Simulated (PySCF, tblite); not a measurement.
# C6H6BrFSi: geometry, infrared bands and NMR shifts

What infrared bands and NMR shifts should C6H6BrFSi (`F[Si@@H](Br)c1ccccc1`) show?

The runs use tblite 0.8.0 and PySCF 2.14.0, with density-fitted response routines of our own; the level of theory stands in each step. All values are computed, except where a source is named. Atoms are numbered from 0 throughout.

## (1) The starting structure

15 atoms, charge 0, multiplicity 1; geometry from: force field or distance geometry start.

Bonds of the start (Å): F0–Si1 1.70, Si1–Br2 2.24, Si1–C3 1.85, C3–C4 1.38, C4–C5 1.38, C5–C6 1.37, C6–C7 1.39, C7–C8 1.39, C8–C3 1.40, Si1–H9 1.49, C4–H10 1.08, C5–H11 1.09, C6–H12 1.09, C7–H13 1.11, C8–H14 1.06.

## (2) Relaxing the molecule with GFN2-xTB

What the job is given:

```
{"job": {"kind": "relax", "xc": "GFN2-xTB", "basis": "xTB"}, "charge": 0, "multiplicity": 1}
F      2.458200    -2.198300    -0.336400
Si     2.362000    -0.542500     0.037700
Br     3.431100     0.753100    -1.438800
C      0.561600    -0.120200     0.026700
C      0.145900     1.187800    -0.104100
C     -1.214700     1.444200    -0.116200
C     -2.170400     0.475700     0.017200
C     -1.717100    -0.832600     0.170400
C     -0.369200    -1.158400     0.176900
H      2.927700    -0.424200     1.410900
H      0.839900     2.010600    -0.224600
H     -1.533100     2.477000    -0.227300
H     -3.225600     0.730900     0.022400
H     -2.471600    -1.634300     0.272900
H     -0.029100    -2.160900     0.290200
```

Run with:

```console
$ OMP_NUM_THREADS=1 python probes_run.py task.json out
```

One launch serves the whole session: the jobs run in the order shown.

The program printed:

```text
step      E/eV     max force
  0    -721.97388    1.931
  1    -722.11564    1.209
  2    -722.16797    0.560
  3    -722.18652    0.559
  4    -722.21131    0.379
  5    -722.21933    0.322
  6    -722.23055    0.252
  7    -722.23633    0.266
  8    -722.24088    0.215
  9    -722.24376    0.167
 10    -722.24658    0.149
 11    -722.24894    0.147
 12    -722.25046    0.097
 13    -722.25118    0.060
 14    -722.25160    0.047
 15    -722.25187    0.043
 16    -722.25205    0.033
 17    -722.25218    0.028
 18    -722.25230    0.036
 19    -722.25239    0.029
 20    -722.25243    0.017
 21    -722.25245    0.015
 22    -722.25247    0.012
 23    -722.25249    0.015
 24    -722.25251    0.010
 25    -722.25252    0.006
```

Wall time 0.37 s (1 thread of Arm Neoverse N1, shared host).

The steps of the relaxation:

```csv
step,energy from step 0 (eV),largest force (eV/Å)
0,0.0000,1.9313
1,-0.1418,1.2093
2,-0.1941,0.5596
3,-0.2126,0.5588
4,-0.2374,0.3794
5,-0.2455,0.3217
6,-0.2567,0.2516
7,-0.2624,0.2659
8,-0.2670,0.2148
9,-0.2699,0.1673
10,-0.2727,0.1491
11,-0.2751,0.1466
12,-0.2766,0.0970
13,-0.2773,0.0597
14,-0.2777,0.0468
15,-0.2780,0.0431
16,-0.2782,0.0328
17,-0.2783,0.0279
18,-0.2784,0.0363
19,-0.2785,0.0287
20,-0.2785,0.0173
21,-0.2786,0.0151
22,-0.2786,0.0117
23,-0.2786,0.0153
24,-0.2786,0.0104
25,-0.2786,0.0060
```

Distances of close pairs at the start and the end, largest changes first:

```csv
bond,before (Å),after (Å),change (Å)
F0–Si1,1.700,1.605,-0.095
Si1–H9,1.490,1.447,-0.043
Si1–Br2,2.236,2.205,-0.032
C7–H13,1.106,1.080,-0.026
Si1–C3,1.849,1.872,+0.022
C5–C6,1.367,1.385,+0.018
C8–H14,1.065,1.081,+0.016
C3–C4,1.379,1.393,+0.015
```

The end geometry stands in the next job.

## (3) Infrared spectrum with GFN2-xTB

What the job is given:

```
{"job": {"kind": "ir", "xc": "GFN2-xTB", "basis": "xTB"}, "charge": 0, "multiplicity": 1}
F      2.560652    -2.080458    -0.369938
Si     2.367643    -0.554005     0.088203
Br     3.475097     0.649307    -1.390302
C      0.545256    -0.130367     0.035048
C      0.109274     1.184985    -0.111246
C     -1.240236     1.484930    -0.116376
C     -2.175793     0.473358     0.025516
C     -1.757247    -0.839256     0.168191
C     -0.407570    -1.137280     0.176044
H      3.047728    -0.443716     1.360798
H      0.831770     1.980182    -0.232173
H     -1.562041     2.509083    -0.233674
H     -3.230090     0.706930     0.021113
H     -2.482861    -1.632497     0.272776
H     -0.085996    -2.163206     0.284107
```

The program printed:

```text
mode    cm-1     km/mol
  1      16.8      0.64
  2      67.2      3.65
  3     107.4      3.54
  4     158.4     12.68
  5     201.7     18.56
  6     259.4     17.21
  7     357.0      0.04
  8     360.6     15.17
  9     438.5     43.23
 10     469.9     44.63
 11     588.3      0.54
 12     641.7    150.60
 13     659.4    113.48
 14     665.9    130.89
 15     709.7    132.79
 16     736.1     11.77
 17     832.6    208.07
 18     878.9      0.12
 19     907.2      0.46
 20     930.6      0.08
 21     936.3      0.10
 22     979.2      3.53
 23    1086.3      1.26
 24    1125.8      1.14
 25    1162.1     57.16
 26    1182.7      0.03
 27    1212.9      4.11
 28    1293.3      3.34
 29    1314.3      0.42
 30    1420.5      6.55
 31    1466.9      7.01
 32    1575.7      1.27
 33    1595.2      8.78
 34    2396.1    230.38
 35    3069.2     24.24
 36    3074.2      6.45
 37    3081.0     12.43
 38    3087.6     72.86
 39    3095.7     43.66
```

It took 1.1 s on 1 thread of Arm Neoverse N1, shared host.

The strongest bands and the atoms that carry them (share of the mass-weighted mode):

```csv
cm⁻¹,km/mol,atoms
642,150.6,H9 67 %
659,113.5,H9 71 %
666,130.9,"H9 31 %, C3 16 %"
710,132.8,"Si1 19 %, C7 13 %, C6 13 %, C5 12 %"
833,208.1,"F0 54 %, Si1 43 %"
1162,57.2,C3 50 %
2396,230.4,H9 97 %
3088,72.9,"H11 38 %, H13 35 %, H14 14 %"
```

## (4) Shielding tensors: PBE0/pcSseg-1

Settings changed since step 3:

```diff
@@ -1,2 +1,2 @@
-{"job": {"kind": "ir", "xc": "GFN2-xTB", "basis": "xTB"}, "charge": 0, "multiplicity": 1}
+{"job": {"kind": "nmr", "xc": "PBE0", "basis": "pcSseg-1"}, "charge": 0, "multiplicity": 1}
 F      2.560652    -2.080458    -0.369938
```

Level: GIAO PBE0/pcSseg-1 NMR shielding, non-relativistic, gas phase.

The program printed:

```text
coarse grid: 64960 points
cycle   1  E = -3194.6625764721  dE =  2.090e-01  |g| = 9.018e-01  |ddm| = 4.001e+00
cycle   2  E = -3194.6056363505  dE =  5.694e-02  |g| = 9.422e-01  |ddm| = 1.307e+00
cycle   3  E = -3194.7362954216  dE = -1.307e-01  |g| = 2.310e-01  |ddm| = 8.589e-01
cycle   4  E = -3194.7433903965  dE = -7.095e-03  |g| = 5.521e-02  |ddm| = 1.779e-01
cycle   5  E = -3194.7439170232  dE = -5.266e-04  |g| = 1.956e-02  |ddm| = 6.818e-02
cycle   6  E = -3194.7440097859  dE = -9.276e-05  |g| = 6.201e-03  |ddm| = 2.356e-02
cycle   7  E = -3194.7440203401  dE = -1.055e-05  |g| = 1.213e-03  |ddm| = 7.352e-03
cycle   8  E = -3194.7440206472  dE = -3.071e-07  |g| = 2.691e-04  |ddm| = 1.321e-03
final grid: 136088 points
cycle   9  E = -3194.7439835798  dE = -3.183e-08  |g| = 3.524e-04  |ddm| = 1.836e-03
cycle  10  E = -3194.7439835380  dE =  4.176e-08  |g| = 5.229e-04  |ddm| = 8.353e-04
cycle  11  E = -3194.7439836038  dE = -6.572e-08  |g| = 7.736e-05  |ddm| = 5.466e-04
cycle  12  E = -3194.7439836051  dE = -1.342e-09  |g| = 7.265e-06  |ddm| = 7.746e-05
cycle  13  E = -3194.7439836051  dE = -1.000e-11  |g| = 4.282e-06  |ddm| = 9.913e-06
converged SCF energy = -3194.7439836051

GIAO shielding tensors (ppm)
atom      isotropic    diamagn.    paramagn.     s11        s22        s33       span
  0 F      339.338     467.662    -128.324    309.816    337.995    370.202     60.386
  1 Si     338.307     876.645    -538.338    294.970    341.483    378.467     83.498
  2 Br    2538.580    3125.191    -586.612   2227.125   2538.310   2850.305    623.180
  3 C       49.056     261.739    -212.682    -39.914      9.364    177.719    217.633
  4 C       46.559     252.895    -206.335    -68.334     27.855    180.157    248.491
  5 C       52.850     253.622    -200.772    -59.701     38.739    179.512    239.213
  6 C       49.126     254.202    -205.075    -62.898     30.914    179.363    242.262
  7 C       53.622     253.723    -200.101    -57.772     39.055    179.584    237.356
  8 C       48.421     251.970    -203.549    -66.914     30.643    181.534    248.448
  9 H       25.481      27.251      -1.771     21.652     23.571     31.219      9.568
 10 H       23.790      32.320      -8.529     18.773     22.101     30.497     11.723
 11 H       23.937      30.438      -6.501     20.305     24.137     27.369      7.064
 12 H       23.904      29.838      -5.934     20.563     24.401     26.748      6.185
 13 H       23.953      30.317      -6.364     20.362     24.502     26.995      6.633
 14 H       23.705      31.919      -8.214     19.073     22.603     29.440     10.367
```

It took 82 s on 1 thread of Arm Neoverse N1, shared host; peak memory 1.1 GiB.

Shifts follow as δ = σ(reference) − σ, with reference shieldings (ppm) from runs at the same level and on the same kind of geometry: 1H TMS 31.72, 13C TMS 186.9, 29Si TMS 349.2, 19F CFCl3 170.9, 79Br HBr 2622. The references are single molecules in the gas phase, so shifts against H2O, NH3, PH3, H3PO4 or CFCl3 are not on the usual liquid scales and can be off by tens of ppm. Atoms listed in one row are averaged.

```csv
atoms,environment,σ (ppm),δ (ppm),δ scaled to CDCl3
"C4, C8",aromatic CH,47.5,139.4,134.2
C3,substituted aromatic carbon,49.1,137.9,132.6
C6,aromatic CH,49.1,137.8,132.6
"C5, C7",aromatic CH,53.2,133.7,128.6
"H10, H14",hydrogen on an aromatic CH,23.75,7.97,7.62
H12,hydrogen on an aromatic CH,23.90,7.81,7.47
"H11, H13",hydrogen on an aromatic CH,23.95,7.77,7.43
H9,"hydrogen on a silicon bonded to C, Br, F",25.48,6.24,–
F0,fluorine bonded to Si,339.3,-168.4,–
Si1,"silicon bonded to C, Br, F, H",338.3,10.9,–
Br2,bromine bonded to Si,2539,83,–
```

The scaled column applies a straight-line fit of computed shieldings to shifts measured in CDCl3, with any fitted terms for Cl, Br or S neighbours, and one for carbons that bear F (root-mean-square error 0.16 ppm for H, 1.9 ppm for C).

Charges from the same density, by scheme (e):

```csv
atoms,Mulliken,IAO,Hirshfeld,ESP fit
F0,-0.41,-0.53,-0.19,-0.20
Si1,1.12,1.15,0.41,0.24
Br2,-0.36,-0.26,-0.10,-0.11
C3,-0.41,-0.32,-0.11,0.04
"C4, C8",-0.06,-0.13,-0.04,-0.12
"C5, C7",-0.07,-0.15,-0.04,-0.18
C6,-0.07,-0.14,-0.04,-0.09
```

Mayer bond orders: F0–Si1 0.94, Si1–Br2 0.94, Si1–C3 0.88, C3–C4 1.40, C4–C5 1.45, C5–C6 1.42, C6–C7 1.43, C7–C8 1.45, C8–C3 1.41.

Ring of atoms C3, C4, C5, C6, C7, C8: NICS(0) -8.2, NICS(1) -11.4, NICS(1)zz -28.8 ppm (means of both faces).

## (5) What came out

```
                                                               quantity                           value
                              strongest single infrared mode (GFN2-xTB)           2396 cm⁻¹, 230 km/mol
                                           zero-point energy (GFN2-xTB)                   63.1 kcal/mol
13C shifts against TMS (PBE0/pcSseg-1, means over atoms taken as alike)  139.4, 137.9, 137.8, 133.7 ppm
 1H shifts against TMS (PBE0/pcSseg-1, means over atoms taken as alike)      7.97, 7.81, 7.77, 6.24 ppm
                               19F shifts against CFCl3 (PBE0/pcSseg-1)                      -168.4 ppm
                                29Si shifts against TMS (PBE0/pcSseg-1)                        10.9 ppm
                                79Br shifts against HBr (PBE0/pcSseg-1)                          83 ppm
```

In words: Over 25 steps the energy fell by 0.279 eV; of the close pairs, F0–Si1 changed most, 1.700 to 1.605 Å. No mode is imaginary among the 39: a minimum at this level. The strongest single mode, at 2396 cm⁻¹, moves mainly H9. Unscaled tight-binding wavenumbers are off by several per cent, some by more. Its intensities can rank the bands wrongly. At PBE0/pcSseg-1: The widest tensor belongs to Br2: span 623 ppm, with a paramagnetic part of -587 ppm. NICS(1)zz of -29 ppm above the planar ring from C3 marks a diatropic (aromatic) ring current. Spin-orbit coupling is left out, which matters for shieldings and couplings at and beside the heavy atoms.
